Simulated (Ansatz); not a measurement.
# ZnO (P6_3mc): point defect (substitution) in a supercell

What does a point defect do in ZnO (P6_3mc)? The task is a point defect (substitution) in a supercell, for ZnO (P6_3mc).

All numbers are computed with Ansatz 0.2.0 through its Python package. Level of theory: DFT PBE, plane waves, PAW.

## (1) Starting point

Symmetry: P6_3mc, No. 186, hexagonal system. Conventional cell: a = 3.249 Å, b = 3.249 Å, c = 5.206 Å, α = 90.00°, β = 90.00°, γ = 120.00°. Around Zn (site symmetry 3m) lie 4 O at 1.97 to 1.98 Å. O (site symmetry 3m) has 4 Zn at 1.97 to 1.98 Å as nearest neighbours.

Input file zno.extxyz:

```xyz
4
Lattice="3.249308 0.0 0.0 -1.624654 2.81398327 0.0 0.0 0.0 5.205709" Properties=species:S:1:pos:R:3 pbc="T T T"
Zn   -0.00000000    1.87598885    2.60285450
Zn    1.62465400    0.93799442    0.00000000
O     1.62465400    0.93799442    1.97301577
O    -0.00000000    1.87598885    4.57587027
```

## (2) Script

Input file defect_zno.py:

```python
# -*- coding: utf-8 -*-
'''A substitution in a supercell of ZnO, against the perfect cell.'''

import argparse

import ansatz
import numpy as np

parser = argparse.ArgumentParser(description='A substitution in a supercell of ZnO, against the perfect cell.')
parser.add_argument('--xc', default='PBE', help='exchange-correlation functional')
parser.add_argument('--kmesh', type=int, nargs=3, default=[3, 3, 2], help='k-point sampling')
parser.add_argument('--filling', required=True, help='how the bands are filled')
parser.add_argument('--width-ev', type=float, required=True, help='smearing width (eV)')
args = parser.parse_args()

cell = ansatz.Crystal.from_extxyz('zno.extxyz')
host = cell.supercell(2, 2, 1)
defective = host.substitution('S', at=(2 / 3, 1 / 3, 0.37901), replaces='O')

def with_settings(structure):
    return (
        structure.calculation()
        .functional(args.xc)
        .basis(35 * ansatz.Ry)
        .kpoints(mesh=args.kmesh)
        .occupations(args.filling, width=args.width_ev)
        .band_table()
    )


perfect = with_settings(host).run().report
base = with_settings(defective).forces()
done = base.run()
rep = done.report

n_host, n_defect = len(perfect['lattice']['sites']), len(rep['lattice']['sites'])
print(f'perfect cell: {n_host} atoms, F = {perfect["free_energy_ev"]:.4f} eV')
print(f'defect cell:  {n_defect} atoms, F = {rep["free_energy_ev"]:.4f} eV')
# chemical potentials are still to be added to this difference
print(f'difference {rep["free_energy_ev"] - perfect["free_energy_ev"]:.4f} eV (no chemical potentials)')


for site in done.lattice.sites:
    print(f'{site.symbol:2s}', ' '.join(f'{v:8.4f}' for v in site.position_ang))
```

## (3) The run

Command:

```console
> python defect_zno.py --filling gaussian --width-ev 0.02
```

The program printed:

```text
perfect cell: 16 atoms, F = -31094.7179 eV
defect cell:  16 atoms, F = -31427.4945 eV
difference -332.7766 eV (no chemical potentials)
Zn   0.0000   1.8760   2.6029
Zn   1.6247   0.9380   0.0000
S    1.6247   0.9380   1.9730
O    0.0000   1.8760   4.5759
Zn  -1.6247   4.6900   2.6029
Zn   0.0000   3.7520   0.0000
O    0.0000   3.7520   1.9730
O   -1.6247   4.6900   4.5759
Zn   3.2493   1.8760   2.6029
Zn   4.8740   0.9380   0.0000
O    4.8740   0.9380   1.9730
O    3.2493   1.8760   4.5759
Zn   1.6247   4.6900   2.6029
Zn   3.2493   3.7520   0.0000
O    3.2493   3.7520   1.9730
O    1.6247   4.6900   4.5759
```

It took 22 s on 1 thread of Arm Neoverse V2, shared host; peak memory 0.54 GiB.

## (4) What the script built

Run 2 starts from these 16 atoms:

```xyz
16
Lattice="6.499 0.000 0.000 -3.249 5.628 0.000 0.000 0.000 5.206" Properties=species:S:1:pos:R:3 pbc="T T T"
Zn    0.000    1.876    2.603
Zn    1.625    0.938    0.000
S     1.625    0.938    1.973
O     0.000    1.876    4.576
Zn   -1.625    4.690    2.603
Zn    0.000    3.752    0.000
O     0.000    3.752    1.973
O    -1.625    4.690    4.576
Zn    3.249    1.876    2.603
Zn    4.874    0.938    0.000
O     4.874    0.938    1.973
O     3.249    1.876    4.576
Zn    1.625    4.690    2.603
Zn    3.249    3.752    0.000
O     3.249    3.752    1.973
O     1.625    4.690    4.576
```

## (5) The runs side by side

From the records of these 2 runs:

```tsv
run	system	space group	energy (eV/atom)	gap on the mesh (eV)	SCF cycles	CPU time (s)
1	ZnO (16 atoms)	P6_3mc	-1943.4199	0.81	7	9.1
2	Zn8SO7 (16 atoms)	P3m1	-1964.2184	1.14	10	13
```

Totals carry meaning only in balanced differences at one level of theory.

## (6) Outcome

| quantity | value |
| --- | --- |
| runs compared | 2 |
| perfect cell (as printed) | 16 atoms, F = -31094.7179 eV |
| defect cell (as printed) | 16 atoms, F = -31427.4945 eV |

A formation energy would need chemical potentials for the atoms added or removed, which the two totals don't give. The cell is small, so the defect feels its images. Caveats:
- The atoms stand at ideal sites; relaxing them can change energy and levels by an eV or more.
- The difference holds no chemical potentials.
- In a crystal with a gap the Fermi level's place inside it depends on smearing and mesh.
- The supercell is small, so the defect meets its images and the energies aren't those of an isolated defect; a partly filled defect level may also lower its energy by spin or distortion. For a charged cell the difference holds no correction, alignment or term for the electrons' reservoir.
